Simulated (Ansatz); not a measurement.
**ZnBi3 in Ansatz: the effect of functional**

ZnBi3:

```
Bi Zn
1.0
     4.87316    0.00000    0.00000
     0.00000    4.87316    0.00000
     0.00000    0.00000    4.87316
Bi Zn
3 1
Cartesian
  2.4366 2.4366 0.0000
  2.4366 0.0000 2.4366
  0.0000 2.4366 2.4366
  0.0000 0.0000 0.0000
```

The cell comes from a database or a generator and needn't be the stable form of this composition.

Alike in all runs:

```yaml
Program: Ansatz 0.2.0
Task: band structure
Potentials_or_basis: Ansatz PAW
k_mesh: 3 × 3 × 3
Occupations: fermi-dirac, width 0.05 eV
Spin: no spin polarisation
```

```csv
functional,cutoff,pressure (GPa)
LDA,420 eV (not typed: the program's choice for these potentials),-3.6
PBEsol,420 eV (not typed: the program's choice for these potentials),?
RPBE,420 eV (not typed: the program's choice for these potentials),2.0
revPBE,420 eV (not typed: the program's choice for these potentials),1.6
BLYP,420 eV (not typed: the program's choice for these potentials),4.5
r2SCAN,500 eV (not typed: the program's choice for these potentials),-0.4
```

**Question.** What does the run with functional PBEsol give?

**Answer.** Pressure -2.3 GPa.

Caveats: all runs use coarse meshes; the PAW data sets come from PBE, with cores solved anew for the run's functional, which leaves a small shift of forces and pressure.

Runs at the PBE level aren't shown here.
